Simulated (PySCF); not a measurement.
# C₄H₉Ga: a tour of settings

Aim: see how C₄H₉Ga (`C=C[CH2][GaH][CH3]`) answers to the choice of functional, basis, grid and SCF options.

The runs use PySCF 2.14.0, with density-fitted response routines of our own; the level of theory stands in each step. All values are computed, except where a source is named. Atoms count from 0, in the outputs and in this text.

1 further run of the same task is left out (for a known fault of the program). Runs told in other sessions of the task aren't counted.

## (1) The molecule as given

14 atoms, charge 0, multiplicity 1; geometry from: GFN2-xTB.

Bonds of the start (Å): C0–C1 1.32, C1–C2 1.49, C2–Ga3 2.06, Ga3–C4 2.04, C0–H5 1.08, C0–H6 1.08, C1–H7 1.09, C2–H8 1.10, C2–H9 1.10, Ga3–H10 1.60, C4–H11 1.09, C4–H12 1.09, C4–H13 1.09.

## (2) NMR shieldings: PBE0/3-21G

What the job is given:

```
{"job": {"kind": "nmr", "xc": "PBE0", "basis": "3-21G", "pop": false}, "charge": 0, "multiplicity": 1}
C      2.124021    -1.390713     0.323079
C      1.810436    -0.113668     0.164134
C      0.826557     0.404580    -0.826339
Ga    -0.850275     1.009918     0.212180
C     -2.707883     0.182786     0.073803
H      1.682540    -2.161433    -0.289246
H      2.832645    -1.716343     1.065523
H      2.280058     0.638765     0.792028
H      1.257006     1.258222    -1.364907
H      0.558630    -0.370289    -1.554566
H     -0.629302     2.207627     1.252407
H     -2.659999    -0.891945     0.271518
H     -3.403075     0.631070     0.788633
H     -3.122038     0.310951    -0.930413
```

Level: GIAO PBE0/3-21G NMR shielding, non-relativistic, gas phase.

On the command line:

```
$ OMP_NUM_THREADS=1 python probes_run.py task.json out
```

One launch serves the whole session: the jobs run in the order shown.

The program printed:

```text
coarse grid: 50384 points
cycle   1  E = -2071.8726997694  dE = -1.547e+00  |g| = 4.010e-01  |ddm| = 3.230e+00
cycle   2  E = -2071.8698320665  dE =  2.868e-03  |g| = 4.126e-01  |ddm| = 8.459e-01
cycle   3  E = -2071.9163043603  dE = -4.647e-02  |g| = 2.382e-02  |ddm| = 4.281e-01
cycle   4  E = -2071.9164677404  dE = -1.634e-04  |g| = 1.061e-02  |ddm| = 4.617e-02
cycle   5  E = -2071.9164986277  dE = -3.089e-05  |g| = 2.514e-03  |ddm| = 1.417e-02
cycle   6  E = -2071.9165006599  dE = -2.032e-06  |g| = 4.580e-04  |ddm| = 4.073e-03
final grid: 106472 points
cycle   7  E = -2071.9164995668  dE =  1.770e-08  |g| = 6.014e-04  |ddm| = 1.344e-03
cycle   8  E = -2071.9164994730  dE =  9.377e-08  |g| = 8.516e-04  |ddm| = 1.371e-03
cycle   9  E = -2071.9164996626  dE = -1.896e-07  |g| = 8.356e-05  |ddm| = 8.013e-04
cycle  10  E = -2071.9164996645  dE = -1.844e-09  |g| = 1.048e-05  |ddm| = 9.095e-05
cycle  11  E = -2071.9164996645  dE = -3.638e-11  |g| = 1.106e-06  |ddm| = 1.747e-05
converged SCF energy = -2071.9164996645

GIAO shielding tensors (ppm)
atom      isotropic    diamagn.    paramagn.     s11        s22        s33       span
  0 C      105.660     254.566    -148.906     12.284    124.776    179.920    167.635
  1 C       90.525     251.472    -160.948     -7.240     93.332    185.482    192.722
  2 C      180.847     246.546     -65.700    154.530    181.755    206.255     51.725
  3 Ga    1794.305    2616.080    -821.774   1623.247   1763.526   1996.143    372.896
  4 C      206.192     250.008     -43.816    192.126    211.888    214.563     22.437
  5 H       27.717      31.431      -3.714     24.752     26.832     31.566      6.814
  6 H       28.001      30.252      -2.251     24.842     27.154     32.005      7.163
  7 H       26.939      30.723      -3.784     25.032     26.538     29.246      4.214
  8 H       31.111      31.014       0.097     26.788     28.978     37.567     10.779
  9 H       30.513      31.614      -1.102     26.897     30.074     34.567      7.670
 10 H       25.398      29.035      -3.638     20.111     21.450     34.632     14.521
 11 H       32.716      30.432       2.283     27.645     30.598     39.904     12.259
 12 H       32.121      29.784       2.337     27.390     29.435     39.538     12.148
 13 H       32.861      30.033       2.827     28.134     30.081     40.367     12.233
```

Run time: 4.1 s. Hardware: 1 thread of Arm Neoverse V2, shared host; peak memory 0.44 GiB.

The references, computed at this level on geometries of the same kind, shield at (ppm): ¹H TMS 33.27, ¹³C TMS 209.5. Their shielding less the atom's gives the shift. The references are single molecules in the gas phase. Atoms listed in one row are averaged.

```tsv
atoms	environment	σ (ppm)	δ (ppm)
C1	alkene CH	90.5	119.0
C0	terminal =CH2 carbon	105.7	103.8
C2	allylic sp3 CH2 bonded to Ga	180.8	28.7
C4	methyl carbon bonded to Ga	206.2	3.3
H10	hydrogen on a Ga bonded to 2 C	25.40	7.87
H7	hydrogen on an alkene CH	26.94	6.33
H5	hydrogen on a terminal =CH2 carbon	27.72	5.55
H6	hydrogen on a terminal =CH2 carbon	28.00	5.27
H8, H9	hydrogen on an allylic sp3 CH2 bonded to Ga	30.81	2.46
H11, H12, H13	hydrogen on a methyl carbon bonded to Ga	32.57	0.70
Ga3	Ga bonded to 2 C, H	1794	–
```

## (3) Nuclear shieldings: OLYP/aug-pcSseg-1

Same as in step 2 but for these lines:

```diff
@@ -1,2 +1,2 @@
-{"job": {"kind": "nmr", "xc": "PBE0", "basis": "3-21G", "pop": false}, "charge": 0, "multiplicity": 1}
+{"job": {"kind": "nmr", "xc": "OLYP", "basis": "aug-pcSseg-1", "pop": true, "scf": {"damp": 0.1}}, "charge": 0, "multiplicity": 1}
 C      2.124021    -1.390713     0.323079
```

Method: GIAO OLYP/aug-pcSseg-1 NMR shielding, non-relativistic, gas phase.

The program printed:

```text
damping 0.10 in the first 6 cycles
final grid: 106472 points
cycle   1  E = -2082.7299094867  dE = -4.035e-01  |g| = 1.191e+00  |ddm| = 5.704e+00
cycle   2  E = -2082.5003261586  dE =  2.296e-01  |g| = 1.546e+00  |ddm| = 3.595e+00
cycle   3  E = -2081.9866263312  dE =  5.137e-01  |g| = 2.595e+00  |ddm| = 4.911e+00
cycle   4  E = -2079.5871269700  dE =  2.399e+00  |g| = 3.686e+00  |ddm| = 9.746e+00
cycle   5  E = -1994.9429721602  dE =  8.464e+01  |g| = 1.375e+01  |ddm| = 6.801e+01
cycle   6  E = -1921.4042938072  dE =  7.354e+01  |g| = 2.126e+01  |ddm| = 1.912e+02
cycle   7  E = -1650.0306925362  dE =  2.714e+02  |g| = 2.612e+01  |ddm| = 2.718e+02
cycle   8  E = -2000.5892501441  dE = -3.506e+02  |g| = 1.272e+01  |ddm| = 2.880e+02
cycle   9  E = -1937.3114200284  dE =  6.328e+01  |g| = 1.665e+01  |ddm| = 1.498e+02
cycle  10  E = -2064.0460937358  dE = -1.267e+02  |g| = 5.853e+00  |ddm| = 1.341e+02
cycle  11  E = -1914.1118651717  dE =  1.499e+02  |g| = 2.249e+01  |ddm| = 1.971e+02
cycle  12  E = -2000.8406748200  dE = -8.673e+01  |g| = 1.213e+01  |ddm| = 1.811e+02
cycle  13  E = -1956.3554458136  dE =  4.449e+01  |g| = 1.868e+01  |ddm| = 9.208e+01
cycle  14  E = -2018.9481357076  dE = -6.259e+01  |g| = 1.155e+01  |ddm| = 8.938e+01
cycle  15  E = -2007.7484225296  dE =  1.120e+01  |g| = 1.101e+01  |ddm| = 2.167e+01
cycle  16  E = -2007.8687648898  dE = -1.203e-01  |g| = 1.103e+01  |ddm| = 3.933e+00
cycle  17  E = -2023.3017861078  dE = -1.543e+01  |g| = 1.004e+01  |ddm| = 2.842e+01
cycle  18  E = -2019.7172449440  dE =  3.585e+00  |g| = 1.820e+01  |ddm| = 3.620e+01
cycle  19  E = -1907.9727368860  dE =  1.117e+02  |g| = 1.930e+01  |ddm| = 1.300e+02
cycle  20  E = -2056.3990590403  dE = -1.484e+02  |g| = 7.346e+00  |ddm| = 1.232e+02
cycle  21  E = -2057.9609018361  dE = -1.562e+00  |g| = 6.214e+00  |ddm| = 3.565e+01
cycle  22  E = -2080.4525977457  dE = -2.249e+01  |g| = 1.868e+00  |ddm| = 2.664e+01
cycle  23  E = -2071.7601723174  dE =  8.692e+00  |g| = 4.117e+00  |ddm| = 2.598e+01
cycle  24  E = -2082.7421973178  dE = -1.098e+01  |g| = 7.672e-01  |ddm| = 2.555e+01
cycle  25  E = -2082.6481556135  dE =  9.404e-02  |g| = 9.651e-01  |ddm| = 3.206e+00
cycle  26  E = -2082.9106940975  dE = -2.625e-01  |g| = 2.316e-01  |ddm| = 1.807e+00
cycle  27  E = -2082.9248870405  dE = -1.419e-02  |g| = 1.072e-01  |ddm| = 5.929e-01
cycle  28  E = -2082.9272496693  dE = -2.363e-03  |g| = 5.416e-02  |ddm| = 1.983e-01
cycle  29  E = -2082.9282320213  dE = -9.824e-04  |g| = 2.642e-02  |ddm| = 1.385e-01
cycle  30  E = -2082.9283998902  dE = -1.679e-04  |g| = 7.967e-03  |ddm| = 8.635e-02
cycle  31  E = -2082.9284145819  dE = -1.469e-05  |g| = 3.424e-03  |ddm| = 2.100e-02
cycle  32  E = -2082.9284178647  dE = -3.283e-06  |g| = 3.610e-04  |ddm| = 7.392e-03
cycle  33  E = -2082.9284178990  dE = -3.427e-08  |g| = 1.400e-04  |ddm| = 1.375e-03
cycle  34  E = -2082.9284179034  dE = -4.452e-09  |g| = 4.403e-05  |ddm| = 3.917e-04
cycle  35  E = -2082.9284179038  dE = -4.038e-10  |g| = 2.312e-05  |ddm| = 1.192e-04
converged SCF energy = -2082.9284179038

GIAO shielding tensors (ppm)
atom      isotropic    diamagn.    paramagn.     s11        s22        s33       span
  0 C       72.805     267.295    -194.491    -27.512     94.495    151.430    178.942
  1 C       47.086     247.190    -200.104    -63.509     49.063    155.703    219.211
  2 C      145.791     286.746    -140.955    114.887    151.414    171.071     56.184
  3 Ga    1135.374    2629.540   -1494.166    950.699   1159.488   1295.933    345.233
  4 C      181.728     287.478    -105.750    168.307    184.643    192.235     23.928
  5 H       26.487      33.260      -6.773     23.505     25.905     30.049      6.544
  6 H       26.666      30.245      -3.579     23.735     25.702     30.560      6.824
  7 H       25.192      33.791      -8.598     23.069     24.458     28.050      4.981
  8 H       29.306      34.433      -5.127     25.944     27.585     34.389      8.445
  9 H       28.968      36.513      -7.546     26.096     28.637     32.170      6.074
 10 H       24.894      26.763      -1.869     20.160     20.560     33.962     13.802
 11 H       31.234      37.272      -6.038     26.846     29.181     37.674     10.828
 12 H       30.783      30.925      -0.141     26.397     28.418     37.534     11.137
 13 H       31.418      33.544      -2.126     27.356     28.817     38.082     10.726
```

It took 77 s on 1 thread of Arm Neoverse V2, shared host; peak memory 0.74 GiB.

In short: δ C1 136.9, C0 111.2, C2 38.2, C4 2.3, H10 6.82, H7 6.53 ppm.

## (4) Shielding tensors: BLYP/pcSseg-1

Same as in step 3 but for these lines:

```diff
@@ -1,2 +1,2 @@
-{"job": {"kind": "nmr", "xc": "OLYP", "basis": "aug-pcSseg-1", "pop": true, "scf": {"damp": 0.1}}, "charge": 0, "multiplicity": 1}
+{"job": {"kind": "nmr", "xc": "BLYP", "basis": "pcSseg-1", "pop": false}, "charge": 0, "multiplicity": 1}
 C      2.124021    -1.390713     0.323079
```

Level: GIAO BLYP/pcSseg-1 NMR shielding, non-relativistic, gas phase.

The program printed:

```text
coarse grid: 50384 points
cycle   1  E = -2082.1639949392  dE = -3.332e-01  |g| = 1.492e+00  |ddm| = 3.432e+00
cycle   2  E = -2081.4161386187  dE =  7.479e-01  |g| = 2.380e+00  |ddm| = 2.595e+00
cycle   3  E = -2082.3942580151  dE = -9.781e-01  |g| = 3.148e-01  |ddm| = 2.217e+00
cycle   4  E = -2082.4241533542  dE = -2.990e-02  |g| = 1.598e-01  |ddm| = 5.825e-01
cycle   5  E = -2082.4282012528  dE = -4.048e-03  |g| = 1.003e-01  |ddm| = 1.906e-01
cycle   6  E = -2082.4307927248  dE = -2.591e-03  |g| = 2.504e-02  |ddm| = 9.355e-02
cycle   7  E = -2082.4309623766  dE = -1.697e-04  |g| = 5.197e-03  |ddm| = 3.021e-02
cycle   8  E = -2082.4309691702  dE = -6.794e-06  |g| = 2.636e-03  |ddm| = 7.952e-03
final grid: 106472 points
cycle   9  E = -2082.4309829904  dE =  4.721e-06  |g| = 5.100e-03  |ddm| = 7.138e-03
cycle  10  E = -2082.4309639058  dE =  1.908e-05  |g| = 9.971e-03  |ddm| = 1.337e-02
cycle  11  E = -2082.4309894914  dE = -2.559e-05  |g| = 5.149e-04  |ddm| = 8.982e-03
cycle  12  E = -2082.4309895437  dE = -5.226e-08  |g| = 5.242e-05  |ddm| = 4.259e-04
cycle  13  E = -2082.4309895444  dE = -7.153e-10  |g| = 2.139e-05  |ddm| = 8.482e-05
converged SCF energy = -2082.4309895444

GIAO shielding tensors (ppm)
atom      isotropic    diamagn.    paramagn.     s11        s22        s33       span
  0 C       62.648     252.694    -190.046    -43.227     85.468    145.703    188.930
  1 C       38.603     254.885    -216.282    -75.316     40.441    150.685    226.001
  2 C      136.333     251.081    -114.748    101.444    143.708    163.847     62.404
  3 Ga    1026.635    2638.354   -1611.719    792.322   1025.852   1261.732    469.410
  4 C      172.647     250.157     -77.510    154.231    177.843    185.867     31.636
  5 H       26.634      32.622      -5.989     23.517     26.051     30.333      6.816
  6 H       26.845      29.222      -2.378     23.836     25.909     30.789      6.953
  7 H       25.506      31.303      -5.797     23.492     24.703     28.322      4.830
  8 H       29.335      29.994      -0.659     26.046     27.699     34.258      8.212
  9 H       29.038      33.071      -4.032     26.222     28.840     32.052      5.831
 10 H       24.630      28.843      -4.214     19.865     20.421     33.602     13.737
 11 H       31.184      31.587      -0.403     26.887     29.135     37.529     10.642
 12 H       30.701      28.835       1.867     26.451     28.437     37.216     10.764
 13 H       31.323      29.760       1.563     27.332     28.760     37.877     10.546
```

Wall time 17 s (1 thread of Arm Neoverse V2, shared host); peak memory 0.68 GiB.

This run: δ C1 139.4, C0 115.4, C2 41.7, C4 5.4, H10 7.17, H7 6.29 ppm.

## (5) Nuclear shieldings: PBE0/pcSseg-1

Same as in step 4 but for these lines:

```diff
@@ -1,2 +1,2 @@
-{"job": {"kind": "nmr", "xc": "BLYP", "basis": "pcSseg-1", "pop": false}, "charge": 0, "multiplicity": 1}
+{"job": {"kind": "nmr", "xc": "PBE0", "basis": "pcSseg-1", "pop": false}, "charge": 0, "multiplicity": 1}
 C      2.124021    -1.390713     0.323079
```

Method: GIAO PBE0/pcSseg-1 NMR shielding, non-relativistic, gas phase.

The program printed:

```text
coarse grid: 50384 points
cycle   1  E = -2081.8638581642  dE = -3.765e-01  |g| = 1.040e+00  |ddm| = 3.304e+00
cycle   2  E = -2081.7865091321  dE =  7.735e-02  |g| = 1.239e+00  |ddm| = 1.282e+00
cycle   3  E = -2081.9831938645  dE = -1.967e-01  |g| = 7.194e-02  |ddm| = 8.174e-01
cycle   4  E = -2081.9838962763  dE = -7.024e-04  |g| = 1.722e-02  |ddm| = 6.864e-02
cycle   5  E = -2081.9839593312  dE = -6.305e-05  |g| = 7.534e-03  |ddm| = 2.115e-02
cycle   6  E = -2081.9839735226  dE = -1.419e-05  |g| = 2.129e-03  |ddm| = 7.372e-03
cycle   7  E = -2081.9839745900  dE = -1.067e-06  |g| = 5.609e-04  |ddm| = 1.898e-03
final grid: 106472 points
cycle   8  E = -2081.9840052196  dE =  3.176e-08  |g| = 7.347e-04  |ddm| = 1.592e-03
cycle   9  E = -2081.9840050705  dE =  1.491e-07  |g| = 1.049e-03  |ddm| = 1.528e-03
cycle  10  E = -2081.9840053583  dE = -2.878e-07  |g| = 1.458e-04  |ddm| = 9.005e-04
cycle  11  E = -2081.9840053635  dE = -5.154e-09  |g| = 9.493e-06  |ddm| = 1.174e-04
cycle  12  E = -2081.9840053635  dE = -1.819e-11  |g| = 2.572e-06  |ddm| = 1.052e-05
converged SCF energy = -2081.9840053635

GIAO shielding tensors (ppm)
atom      isotropic    diamagn.    paramagn.     s11        s22        s33       span
  0 C       68.955     254.088    -185.133    -42.008     92.965    155.908    197.916
  1 C       45.772     256.631    -210.859    -74.042     49.205    162.154    236.196
  2 C      151.795     252.093    -100.298    120.645    156.273    178.468     57.823
  3 Ga    1145.230    2638.103   -1492.873    947.532   1155.526   1332.633    385.101
  4 C      184.768     252.872     -68.104    169.051    191.091    194.161     25.110
  5 H       26.400      32.089      -5.689     23.143     25.604     30.453      7.310
  6 H       26.620      29.201      -2.581     23.488     25.511     30.862      7.375
  7 H       25.317      31.218      -5.901     23.250     24.528     28.175      4.924
  8 H       29.449      30.420      -0.971     25.839     27.388     35.120      9.280
  9 H       29.084      32.871      -3.787     25.998     28.588     32.665      6.667
 10 H       24.916      28.456      -3.540     20.125     20.533     34.091     13.967
 11 H       31.238      31.543      -0.305     26.513     28.921     38.280     11.767
 12 H       30.772      28.938       1.834     26.110     28.120     38.087     11.976
 13 H       31.354      29.779       1.574     26.932     28.470     38.659     11.726
```

It took 11 s on 1 thread of Arm Neoverse V2, shared host; peak memory 0.85 GiB.

This run: δ C1 141.2, C0 118.0, C2 35.1, C4 2.2, H10 6.80, H7 6.40 ppm.

[end of part 1 of 2]
